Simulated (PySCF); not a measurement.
FNa, in a box:

```
F Na
1.0
    11.00000    0.00000    0.00000
     0.00000   10.00000    0.00000
     0.00000    0.00000   10.00000
F Na
1 1
Direct
  0.42674 0.52912 0.46096
  0.57562 0.47508 0.54585
```

Base run:

* Program: PySCF 2.14.0
* Functional: B3LYP
* Dispersion: D3
* Potentials or basis: pob-tzvp-rev2 (all-electron)
* k mesh: 1 × 1 × 1
* Occupations: fixed
* Spin: no spin polarisation

Its results: gap between the frontier levels 6.23 eV.

Problem. The run is repeated on the same cell with these changes: functional from B3LYP to HSE03. What comes out?

Solution. Gap between the frontier levels 6.34 eV.

Caveats: this is a molecule in a periodic box at the Γ point, so its band gap is the HOMO-LUMO gap; the basis of atomic orbitals isn't converged, which shifts pressures, moduli and gaps; this basis is made for solids and lacks diffuse functions, so gaps of a molecule come out too wide by an eV or more; this program's HSE differs a little from the usual definition (some runs).

A k mesh can miss the band edges.

Not every run made on this cell is shown here.
